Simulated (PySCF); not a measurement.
# DyI2 (Dy(I)22+): the cost of one run

Computed with PySCF 2.14.0. Level: several levels, as the steps say, no spin–orbit coupling.

1 further run of the same task is left out (for a known fault of the program).

### Step 1. Where the work starts

3 atoms, charge 2, spin multiplicity 1.

Bond lengths: Dy1–I2 2.605 Å, Dy1–I3 2.605 Å. Angles: I2–Dy1–I3 102.9°.

Geometry (Å):

```xyz
3

Dy    0.00000    0.00000   -1.01395
I     2.03777    0.00000    0.60891
I    -2.03777    0.00000    0.60891
```

Formal oxidation states: Dy +4. Each metal's 8 4f electrons lie in its core potential, so multiplicities, spins and levels count the valence alone. An earlier session relaxed this geometry at PBE0, Dy lcecp-2-SVP with ECP54, I def2-SVP with ECP28 (singlet, point group C2v).

At PBE0 on the finer grid: E = -638.794291 Eh, frontier levels not given, since the 4f levels lie in the core, Mulliken charge on Dy1 +1.03 e, largest force component 0.016 eV/Å. 

Levels to run: M06-L; wB97X; PBE0, TZVP. Hardware: 2 threads of Arm Neoverse V1, shared host.

### Step 2. M06-L

Contents of run.py (the lines that set the calculation):

```python
mol = gto.M(atom='''
Dy     0.00000     0.00000    -1.01395
I      2.03777     0.00000     0.60891
I     -2.03777     0.00000     0.60891''',
    basis={'Dy': 'lcecp-2-SVP', 'I': 'def2-SVP'},
    ecp={'Dy': 'lcecp-2-SVP', 'I': 'def2-SVP'},
    charge=2, spin=0)
mf = dft.RKS(mol, xc='M06L')
mf.grids.atom_grid = (75, 302)  # f atoms: unpruned, at least (60, 302)
mf = mf.density_fit()  # fitting sets: Dy AutoAux, I def2-universal-JKFIT
mf.conv_tol = 1e-08; mf.max_cycle = 55
mf.kernel(dm0)  # dm0: the density of the relaxed state
```

Launch:

```bash
> OMP_NUM_THREADS=2 python run.py
```

**Question.** How long does this run take on 2 threads of Arm Neoverse V1, shared host?

About 7.2 s.
